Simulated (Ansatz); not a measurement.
**BaHCl, relaxed**

Aim: in BaHCl, a crystal from a database, its volume scaled a little, relax cell and atoms, then read levels, charges and fields where it ends.

Program: Ansatz 0.2.0. Level of theory: DFT, r2SCAN, no spin polarisation, plane waves, PAW. These are calculated values, not measurements.

### Step 1. Geometry

It takes space group P4/nmm (No. 129, tetragonal). Conventional cell: a = 4.427 Å, b = 4.427 Å, c = 7.234 Å, α = 90.00°, β = 90.00°, γ = 90.00°. Around Ba (site symmetry 4mm) lie 4 H at 2.71 Å and 5 Cl at 3.15 to 3.28 Å. Around H (site symmetry -4m2) lie 4 Ba at 2.71 Å. Around Cl (site symmetry 4mm) lie 5 Ba at 3.15 to 3.28 Å.

Coordinates:

```cif
data_structure
_symmetry_space_group_name_H-M 'P 1'
_symmetry_Int_Tables_number 1
_cell_length_a 4.4275
_cell_length_b 4.4275
_cell_length_c 7.2338
_cell_angle_alpha 90.000
_cell_angle_beta 90.000
_cell_angle_gamma 90.000
_cell_volume 141.80
loop_
_atom_site_label
_atom_site_type_symbol
_atom_site_fract_x
_atom_site_fract_y
_atom_site_fract_z
_atom_site_occupancy
Ba1 Ba 0.00000 0.50000 0.21500 1
Ba2 Ba 0.50000 0.00000 0.78500 1
H1 H 0.00000 0.00000 0.00000 1
H2 H 0.50000 0.50000 0.00000 1
Cl1 Cl 0.00000 0.50000 0.65000 1
Cl2 Cl 0.50000 0.00000 0.35000 1
```

The first density is read from a saved solution for the starting cell.

### Step 2. The relaxation

The input, input.yaml:

```yaml
crystal:
  lattice:
    - [4.427474, 0.0, 0.0]
    - [0.0, 4.427474, 0.0]
    - [0.0, 0.0, 7.233818]
  atoms:
    - { symbol: Ba, position: [0.0, 0.5, 0.215] }
    - { symbol: Ba, position: [0.5, 0.0, 0.785] }
    - { symbol: H, position: [0.0, 0.0, 0.0] }
    - { symbol: H, position: [0.5, 0.5, 0.0] }
    - { symbol: Cl, position: [0.0, 0.5, 0.65] }
    - { symbol: Cl, position: [0.5, 0.0, 0.35] }
  symmetry: { tolerance: 0.0003 }
kpoints:
  mp_grid: { grid: [6, 6, 4], shift: [0, 0, 0] }
magnetization:
  spin_polarized: false
scf:
  occupations: { method: fermi_dirac }
  lower_state_search: "off"
hamiltonian:
  pseudopotentials: { kind: paw }
  xc: r2scan
basis:
  ecutwfc: 500
  fft_grid_basis: typed
relax:
  max_steps: 40
  cell: { p_target: 0.0 }
output:
  forces: true
  stress: true
  eigenvalues: true
  bader: true
  populations: true
  elf: true
  write_potential: true
  volumetric_format: npy
  dos:
    e_range: [-12, 8]
    de: 0.05
    projected: { site_lists: { Ba: [Ba], Cl: [Cl], H: [H] } }
  write_density: true
checkpoint:
  read: saved_state
```

On the command line:

```console
> ansatz run input.yaml --threads 2 --pin off --max-ram 2560MiB --backend cpu --events-out ev --progress --plain --runs-dir out
```

What does the calculation give? Wanted: moves; energy gained; largest move; cell; volume; pressure at the end; gap; Bader charges.

As calculated:

| quantity | value |
| --- | --- |
| moves | 3 |
| energy gained | 4.1 meV/atom |
| largest move | 0.06 Å (Ba) |
| space group (0.01 Å), before / after | P4/nmm / P4/nmm |
| cell | a = 4.404 Å, b = 4.404 Å, c = 7.224 Å, α = 90.00°, β = 90.00°, γ = 90.00° |
| volume | 23.35 Å³/atom (-1.2 %) |
| pressure at the end | -0.01 GPa |
| formation energy (elements from separate runs) | -1.86 eV/atom |
| gap (mesh) | 3.79 eV, direct |
| Bader charges | Ba +1.53, H -0.70, Cl -0.83 e |

In words: The volume shrank by 1.2 %, and the largest move of an atom is 0.06 Å apart from the change of the cell; the energy fell by 4.1 meV per atom. The run held to 16 symmetry operations, so a lower structure without them is not ruled out. There is a gap of 3.79 eV, direct at the points sampled. Gaps from semilocal functionals tend to lie below the measured ones. By Bader's partition Ba gives up most (+1.53 e) and Cl takes most (-0.83 e). Set against separate runs on the elements (Ba bcc, H2 molecule, Cl2 molecule), it forms at -1.86 eV per atom, which says nothing yet of rival compounds.
